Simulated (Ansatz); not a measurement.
# AsSe: the cost of one run

Computed with Ansatz 0.2.0, driven from Python. The levels of theory stand in the script.

### Step 1. Starting point

Bond lengths: As1–Se2 2.290 Å.

The script reads asse.xyz:

```xyz
2

As    0.00000    0.00000    0.00000
Se    0.00000    0.00000    2.29000
```

### Step 2. Script

x2c_asse.py reads:

```python
import ansatz as az
import numpy as np

asse = az.Crystal.molecule_from_extxyz("asse.xyz")

job = asse.calculation().functional("b3lyp").spin("collinear", total=1).forces()
sets = {"none": "cc-pVTZ", "scalar": "cc-pVTZ-DK"}
found = {kind: job.basis(gaussian=basis).pseudopotentials(relativity=kind).run(threads=1, backend="cpu").report for kind, basis in sets.items()}
for kind, each in found.items():
    dipole = 4.803205 * np.linalg.norm(each["charge_distribution"]["dipole_moment_e_ang"])
    print(f"{kind:7s} E = {each['free_energy_ev']:.4f} eV  dipole {dipole:.3f} D  largest force component {np.abs(each['forces_ev_ang']).max():.4f} eV/A")
print(f"relativity lowers the total energy by {found['none']['free_energy_ev'] - found['scalar']['free_energy_ev']:.3f} eV")
```

### Step 3. The input behind the calls

The engine receives this input (first run):

```yaml
crystal:
  periodic: [false, false, false]
  atoms:
    - { symbol: As, position_ang: [0.0, 0.0, 0.0] }
    - { symbol: Se, position_ang: [0.0, 0.0, 2.29] }
basis:
  gaussian:
    orbitals: cc-pVTZ
hamiltonian:
  xc: b3lyp
  pseudopotentials:
    relativity: none
magnetization:
  spin_polarized: true
  initial_magnetization: 1.0
output:
  forces: true
```

### Step 4. The run

The run is started by

```sh
> python x2c_asse.py
```

What time and memory should one allow on 1 thread of Arm Neoverse V2, shared host?

About 16 s, with a peak of 0.27 GiB.
